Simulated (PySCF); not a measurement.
# H6LuO3 (Lu(H2O)33+): the cost of one run

The runs use PySCF 2.14.0; several levels, as the steps say, no spin–orbit coupling.

1 further run of the same task is left out (for a known fault of the program).

## (1) The starting structure

10 atoms, charge 3, spin multiplicity 1.

Bond lengths: Lu1–O2 2.187 Å, Lu1–O5 2.187 Å, Lu1–O8 2.187 Å, O2–H3 0.990 Å, O2–H4 0.990 Å, O5–H6 0.990 Å, O5–H7 0.990 Å, O8–H9 0.990 Å, O8–H10 0.990 Å. Angles: O2–Lu1–O5 120.0°, O2–Lu1–O8 120.0°, O5–Lu1–O8 120.0°, Lu1–O2–H3 128.6°, Lu1–O2–H4 128.6°, H3–O2–H4 102.9°, Lu1–O5–H6 128.6°, Lu1–O5–H7 128.6°, H6–O5–H7 102.9°, Lu1–O8–H9 128.6°, Lu1–O8–H10 128.6°, H9–O8–H10 102.9°.

Geometry (Å):

```
Lu    0.0000    0.0000    0.0000
O     2.1871    0.0000    0.0000
H     2.8040   -0.7227    0.2766
H     2.8040    0.7227   -0.2766
O    -1.0936    1.8941    0.0000
H    -0.7761    2.7897    0.2766
H    -2.0278    2.0670   -0.2766
O    -1.0936   -1.8941    0.0000
H    -2.0279   -2.0670    0.2766
H    -0.7762   -2.7897   -0.2766
```

Formal oxidation states: Lu +3. Each metal's 14 4f electrons lie in its core potential, so multiplicities, spins and levels count the valence alone. An earlier session relaxed this geometry at PBE0, Lu lcecp-1-SVP with ECP60, O def2-SVP, H def2-SVP (singlet, point group D3).

At PBE0 on the finer grid: E = -267.762655 Eh, HOMO -25.68 eV, LUMO -17.36 eV, Mulliken charge on Lu1 +1.90 e, largest force component 0.007 eV/Å. 

Levels to run: CAM-B3LYP; TPSS; BLYP; B3LYP; PBE0, TZVP. Hardware: 2 threads of Intel Xeon at 2.80GHz (Skylake/Cascade Lake), shared host.

## (2) CAM-B3LYP

Contents of run.py (the lines that set the calculation):

```python
mol = gto.M(atom='''
Lu     0.00000     0.00000     0.00000
O      2.18712    -0.00001     0.00000
H      2.80400    -0.72269     0.27663
H      2.80400     0.72266    -0.27663
O     -1.09355     1.89411     0.00000
H     -0.77613     2.78968     0.27663
H     -2.02784     2.06701    -0.27663
O     -1.09357    -1.89409     0.00000
H     -2.02787    -2.06698     0.27663
H     -0.77616    -2.78967    -0.27663''',
    basis={'Lu': 'lcecp-1-SVP', 'O': 'def2-SVP', 'H': 'def2-SVP'},
    ecp={'Lu': 'lcecp-1-SVP'},
    charge=3, spin=0)
mf = dft.RKS(mol, xc='CAMB3LYP')
mf.grids.atom_grid = (75, 302)  # f atoms: unpruned, at least (60, 302)
mf = mf.density_fit()  # fitting sets: Lu AutoAux, O def2-universal-JKFIT, H def2-universal-JKFIT
mf.conv_tol = 1e-08; mf.max_cycle = 55
mf.kernel(dm0)  # dm0: the density of the relaxed state
```

Started as:

```bash
> OMP_NUM_THREADS=2 python run.py
```

**Question.** How long does this run take on 2 threads of Intel Xeon at 2.80GHz (Skylake/Cascade Lake), shared host?

About 8 s.
